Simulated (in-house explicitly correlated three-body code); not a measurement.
**Pd⁴⁴⁺: exact states and exact Kohn–Sham parts**

One table from this session's results is given with a row withheld; the runs are named, their logs left out.

Method: two electrons, non-relativistic, variational in exponentially correlated functions. Code: in-house explicitly correlated three-body code version 1.

## The system

| Property | Result |
| --- | --- |
| charge of the centre | +46 |
| mass of the centre | infinite |
| interactions | Coulomb |
| basis | 260 functions exp(−a r1 − b r2 − g r12) a state, exponent ranges optimised |
| units | hartree and bohr; relativity and QED are left out |

Set-up of the first run:

Settings:

```ini
Z = 46.0
interaction_strength = 1.0
functions = 260
states_tried = 13
```

On the command line:

```
python run_hyl.py task.json out
```

One of the session's tables, all rows but one given; the rest of the session is left out.

It belongs to the step «The bound states». 

```
state  binding (eV)  excitation (eV)  ⟨r12⟩ (bohr)
 1 ¹S       28011.6                0       0.04805
 2 ³S       6963.47          21048.1        0.1377
 2 ³P             ?                ?             ?
 2 ¹S       6910.34          21101.3        0.1366
 2 ¹P       6876.38          21135.2        0.1137
 3 ³S       3082.42          24929.2        0.3004
 3 ³P       3069.44          24942.2        0.2799
 3 ¹S       3068.44          24943.2        0.3012
 3 ¹P       3058.61          24953.0        0.2798
 4 ³S       1730.72          26280.9        0.5320
 4 ³P       1725.36          26286.2        0.5116
 4 ¹S       1725.05          26286.6        0.5335
 4 ¹P       1720.94          26290.7        0.5125
```

Q: Estimate the row for 2 ³P from the others.

The run gave: binding (eV): 6916.86; excitation (eV): 21094.7; ⟨r12⟩ (bohr): 0.1188. In the column «binding (eV)» it lies between 2 ¹S (6910.34) and 2 ³S (6963.47).
